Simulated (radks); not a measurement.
**The Coulomb parameter U of the 4d shell of Mo²⁺**

The task here is to estimate one member of a computed series from the others.

Program: radks (a radial shooting solver on a logarithmic mesh, Libxc functionals) version 1. Level of theory: scalar-relativistic Kohn-Sham, PBE, spin-unpolarised, spherical densities, finite nucleus. These are calculated values, not measurements, unless marked.

## What is computed

```
element            : molybdenum (Z = 42)
charge             : +2
electrons          : 40
configuration      : [Kr] 4d2 5p2
nuclear rms radius : 4.4091 fm
```

Outer shells as boxes (Hund's rule):

Mo²⁺
```
[Kr] core
4d [↑ ][↑ ][  ][  ][  ]
5p [↑ ][↑ ][  ]
```

Set-up of the first run:

The run's settings:

```text
Z 42
configuration [Kr] 4d2 5p2
relativity scalar-relativistic
functional pbe,pbe
spin unpolarised
nucleus finite rms 4.4091 fm
c 137.035999084
```

The run is started by

```bash
> python run_ks.py task.json out
```

The same process makes all the runs of this session.

Among the steps run: Start: [Kr] 4d2 5p2.

One of the session's tables, all rows but one given; the rest of the session is left out.

It belongs to the step «Start: [Kr] 4d2 5p2». From the orbitals of this run (lengths in bohr):

```
level     <r>  outermost maximum (interpolated)  90 % within  nodes
   2p       ?                                 ?            ?      ?
   3s  0.4288                             0.384        0.633      2
   3p  0.4305                             0.377        0.650      1
   3d  0.4150                             0.322        0.663      0
   4s   1.090                             0.984         1.58      3
   4p   1.200                              1.06         1.77      2
   4d   1.575                              1.29         2.43      1
   5p   3.204                              2.90         4.61      3
```

Q: Estimate the row for 2p from the others.

As computed: <r>: 0.1340; outermost maximum (interpolated): 0.104; 90 % within: 0.218; nodes: 0. In the column «<r>» it is the lowest.
